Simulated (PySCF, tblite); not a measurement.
**C₅H₇NOSSi: geometry, infrared bands and NMR shifts**

Wanted: the infrared bands and NMR shifts of C₅H₇NOSSi (`[SiH3]Nc1coccc1=S`), by calculation.

The runs use tblite 0.8.0 and PySCF 2.14.0, with density-fitted response routines of our own; the level of theory stands in each step. All values are computed, except where a source is named. Atoms count from 0, in the outputs and in this text.

## Step 1: Starting geometry

16 atoms, charge 0, multiplicity 1; geometry from: force field or distance geometry start.

Bonds of the start (Å): Si0–N1 1.68, N1–C2 1.37, C2–C3 1.36, C3–O4 1.37, O4–C5 1.37, C5–C6 1.33, C6–C7 1.50, C7–S8 1.70, C7–C2 1.52, Si0–H9 1.48, Si0–H10 1.47, Si0–H11 1.47, N1–H12 1.04, C3–H13 1.08, C5–H14 1.08, C6–H15 1.09.

## Step 2: Geometry optimisation with GFN2-xTB

What the job is given:

```
{"job": {"kind": "relax", "xc": "GFN2-xTB", "basis": "xTB"}, "charge": 0, "multiplicity": 1}
Si     2.889700     0.113700     0.029100
N      1.325500    -0.305400     0.485900
C      0.048700    -0.037400     0.074900
C     -0.319500     0.809600    -0.926600
O     -1.599300     1.072300    -1.327300
C     -2.631900     0.442500    -0.692000
C     -2.476000    -0.417200     0.312500
C     -1.096200    -0.735300     0.795600
S     -0.861900    -1.839800     2.065300
H      2.860200     1.512600    -0.456300
H      3.751900    -0.025200     1.213400
H      3.307000    -0.812300    -1.039400
H      1.325000    -0.993100     1.261700
H      0.385700     1.372200    -1.515300
H     -3.587200     0.743400    -1.098100
H     -3.329400    -0.891600     0.805300
```

Run with:

```bash
OMP_NUM_THREADS=1 python probes_run.py task.json out
```

The driver reads the jobs from task.json and runs them one after another.

**Question.** This job is followed by: GFN2-xTB harmonic vibrations, gas phase; GIAO PBE0/pcSseg-1 NMR shielding, non-relativistic, gas phase. Predict these results of the whole session: strongest single infrared mode (GFN2-xTB); zero-point energy (GFN2-xTB); 13C shifts against TMS (PBE0/pcSseg-1); 1H shifts against TMS (PBE0/pcSseg-1, means over atoms taken as alike); 29Si shifts against TMS (PBE0/pcSseg-1); 15N shifts against NH3 (PBE0/pcSseg-1); 17O shifts against H2O (PBE0/pcSseg-1); 33S shifts against CS2 (PBE0/pcSseg-1).

**Answer**, as computed:

| quantity | value |
| --- | --- |
| strongest single infrared mode (GFN2-xTB) | 2230 cm⁻¹, 386 km/mol |
| zero-point energy (GFN2-xTB) | 66.1 kcal/mol |
| 13C shifts against TMS (PBE0/pcSseg-1) | 196.8, 150.7, 149.7, 132.1, 131.8 ppm |
| 1H shifts against TMS (PBE0/pcSseg-1, means over atoms taken as alike) | 7.66, 7.47, 7.44, 6.21, 4.73 ppm |
| 29Si shifts against TMS (PBE0/pcSseg-1) | -64.9 ppm |
| 15N shifts against NH3 (PBE0/pcSseg-1) | 63.8 ppm |
| 17O shifts against H2O (PBE0/pcSseg-1) | 243.2 ppm |
| 33S shifts against CS2 (PBE0/pcSseg-1) | 442 ppm |

In words: Relaxing lowered the energy by 0.419 eV in 68 steps; the close pair that moved most is C6–C7, from 1.496 to 1.421 Å. No mode is imaginary among the 42: a minimum at this level. The strongest single mode, at 2230 cm⁻¹, moves mainly H11 and H9. GFN2-xTB is a fitted tight-binding method: band positions and strengths are rough. Its intensities can rank the bands wrongly. At PBE0/pcSseg-1: The widest tensor belongs to S8: span 1380 ppm, with a paramagnetic part of -995 ppm.
